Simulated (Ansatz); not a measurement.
# GaGe3 in Ansatz: the effect of functional

The system is GaGe3.

```
CELL_PARAMETERS angstrom
0.00000 3.31802 3.31802
3.31802 0.00000 3.31802
3.31802 3.31802 0.00000
ATOMIC_POSITIONS crystal
Ge 0.50000 0.50000 0.50000
Ge 0.75000 0.75000 0.75000
Ge 0.25000 0.25000 0.25000
Ga 0.00000 0.00000 0.00000
```

The cell comes from a database or a generator and needn't be the stable form of this composition.

The cell isn't the ideal one: volume scaled by 0.94.

Alike in all runs:

| Property | Result |
| --- | --- |
| Program | Ansatz 0.2.0 |
| Task | single point |
| Potentials or basis | Ansatz PAW |
| k mesh | 7 × 7 × 7 |
| Occupations | fermi-dirac, width 0.05 eV |
| Spin | no spin polarisation |

| functional | cutoff | pressure (GPa) |
| --- | --- | --- |
| LDA | 420 eV (not typed: the program's choice for these potentials) | -1.8 |
| r2SCAN | 500 eV (not typed: the program's choice for these potentials) | ? |
| PBE | 420 eV (not typed: the program's choice for these potentials) | 3.8 |

Question: What does the run with functional r2SCAN give?

Answer: Pressure 1.7 GPa.

Caveats: the PAW data sets come from PBE, with cores solved anew for the run's functional, which leaves a small shift of forces and pressure (some runs).
